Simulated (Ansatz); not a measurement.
# Al2As4Ir: a short molecular-dynamics run

Aim: set Al2As4Ir (a randomly packed cell, 14 atoms, not relaxed) in motion for 30 steps of 1 fs at constant energy, with velocities drawn for 900 K, and see how temperature, energy and positions respond.

Program: Ansatz 0.2.0. Level of theory: DFT PBE, plane waves, PAW, scalar-relativistic, no spin polarisation. These are calculated values, not measurements.

## Step 1: Starting point

The cell holds 14 atoms (Al4As8Ir2): a = 7.601 Å, b = 6.623 Å, c = 6.363 Å, α = 79.93°, β = 82.75°, γ = 79.39°.

Structure file:

```
CELL_PARAMETERS angstrom
7.54066 0.83202 -0.47665
0.48438 6.59977 -0.26664
1.05514 1.28708 6.14112
ATOMIC_POSITIONS crystal
Ir 0.77574 0.25155 0.55975
Ir 0.66076 0.36951 0.01199
Al 0.80749 0.96213 0.25154
Al 0.21712 0.77475 0.17439
Al 0.02760 0.11791 0.91623
Al 0.68358 0.84641 0.75066
As 0.93020 0.62997 0.03090
As 0.24823 0.35988 0.65608
As 0.53837 0.71488 0.36890
As 0.47219 0.13913 0.38482
As 0.11522 0.94406 0.54603
As 0.23404 0.33871 0.09639
As 0.37983 0.66651 0.78893
As 0.95037 0.61214 0.50760
```

## Step 2: Molecular dynamics

input.yaml

```yaml
crystal:
  lattice:
    - [7.54066, 0.83202, -0.476646]
    - [0.484384, 6.599768, -0.266642]
    - [1.055144, 1.287083, 6.141117]
  atoms:
    - { symbol: Ir, position: [0.775741, 0.251548, 0.559754] }
    - { symbol: Ir, position: [0.660756, 0.369511, 0.011988] }
    - { symbol: Al, position: [0.807492, 0.962125, 0.251544] }
    - { symbol: Al, position: [0.217115, 0.774755, 0.174389] }
    - { symbol: Al, position: [0.027601, 0.117912, 0.916234] }
    - { symbol: Al, position: [0.683583, 0.846411, 0.750658] }
    - { symbol: As, position: [0.930203, 0.629968, 0.030903] }
    - { symbol: As, position: [0.248231, 0.359884, 0.65608] }
    - { symbol: As, position: [0.538372, 0.714884, 0.368901] }
    - { symbol: As, position: [0.472194, 0.13913, 0.384821] }
    - { symbol: As, position: [0.115224, 0.944064, 0.546026] }
    - { symbol: As, position: [0.234041, 0.33871, 0.096394] }
    - { symbol: As, position: [0.379835, 0.666506, 0.788927] }
    - { symbol: As, position: [0.95037, 0.612136, 0.507596] }
kpoints:
  mp_grid: { grid: [2, 3, 3] }
magnetization:
  spin_polarized: false
scf:
  occupations: { method: cold, width: 0.15 }
hamiltonian:
  pseudopotentials: { kind: paw }
  xc: pbe
basis:
  ecutwfc: 420
md:
  timestep: 1.0
  n_steps: 30
  ensemble: nve
  temperature: 900.0
  initial_velocities: maxwell_boltzmann
  seed: 772976
```

Command:

```
$ ansatz run input.yaml --threads 2 --pin off --max-ram 2560MiB --backend cpu --events-out ev --progress --plain --runs-dir out
```

**Question.** What will these runs give? Wanted: temperature, first and last step; temperature, second half; potential energy, second half; largest change of the total energy; mean square displacement, second half.

As calculated:

| quantity | value |
| --- | --- |
| length | 30 steps of 1 fs |
| temperature, first and last step | 900 and 1245 K |
| temperature, second half | mean 1029 K, from 875 to 1245 K |
| potential energy, second half | -15 meV/atom from the start |
| largest change of the total energy | 0.00 meV/atom |
| mean square displacement, second half | Al 0.028, As 0.017, Ir 0.004 Å² |

The temperature starts at 900 K and averages 1029 K in the second half, where it still rises, from 875 to 1245 K; the start was no minimum (force components up to 1.6 eV/Å), and the potential energy that it sheds (15 meV/atom) turns into motion. The total energy strays from its start by at most 0.00 meV/atom, under 0.1 % of the mean kinetic energy, so a step of 1 fs is short enough over this time. Over the second half Al atoms stand 0.2 Å (root mean square) from where they began, and the farthest move is 0.3 Å. A run of 30 fs with 14 atoms shows the motion but fixes no equilibrium value.
